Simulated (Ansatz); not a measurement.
# Sc2GaN: the cost of one run

Method: DFT PBE, scalar-relativistic, plane waves, PAW, in Ansatz 0.2.0.

**1. Starting point**

Symmetry: P4/nmm, No. 129, tetragonal system. The conventional cell has a = 4.258 Å, b = 4.258 Å, c = 8.970 Å, α = 90.00°, β = 90.00°, γ = 90.00°. Sc (site symmetry 2mm) has 2 N at 2.17 Å in its first shell of neighbours. Ga (site symmetry -4m2) has 2 Sc at 2.84 Å and 4 Ga at 3.01 Å in its first shell of neighbours. N (site symmetry 4mm) has 4 Sc at 2.17 Å in its first shell of neighbours.

Structure file:

```
Sc Ga N
1.0
     4.25828    0.00000    0.00000
     0.00000    4.25828    0.00000
     0.00000    0.00000    8.96976
Sc Ga N
4 2 2
Direct
  0.00000 0.00000 0.31668
  0.00000 0.00000 0.68332
  0.50000 0.50000 0.68332
  0.50000 0.50000 0.31668
  0.00000 0.00000 0.00000
  0.50000 0.50000 0.00000
  0.00000 0.50000 0.36516
  0.50000 0.00000 0.63484
```

A structure generator made this guess: random cell by space group and Wyckoff sites (P4/nmm, No. 129). The dimensions are guesses.

**2. A first look at the guess**

Contents of input.yaml:

```yaml
crystal:
  lattice:
    - [4.25828258, 0.0, 0.0]
    - [0.0, 4.25828258, 0.0]
    - [0.0, 0.0, 8.96976116]
  atoms:
    - { symbol: Sc, position: [0.0, 0.0, 0.31668004] }
    - { symbol: Sc, position: [0.0, 0.0, 0.68331996] }
    - { symbol: Sc, position: [0.5, 0.5, 0.68331996] }
    - { symbol: Sc, position: [0.5, 0.5, 0.31668004] }
    - { symbol: Ga, position: [0.0, 0.0, 0.0] }
    - { symbol: Ga, position: [0.5, 0.5, 0.0] }
    - { symbol: "N", position: [0.0, 0.5, 0.36515587] }
    - { symbol: "N", position: [0.5, 0.0, 0.63484413] }
basis:
  ecutwfc: 420
kpoints:
  mp_grid: { grid: [4, 4, 2] }
hamiltonian:
  xc: pbe
scf:
  occupations: { method: gaussian, width: 0.1 }
  lower_state_search: "off"
output:
  forces: true
  stress: true
  eigenvalues: true
```

Started as:

```
$ ansatz run input.yaml --threads 1 --pin off --max-ram 2560MiB --backend cpu --events-out ev --progress --plain --runs-dir out
```

Q: Estimate wall time and peak memory on 1 thread of Intel Xeon at 2.50GHz (Skylake/Cascade Lake), shared host.

About 14 s, with a peak of 0.46 GiB.
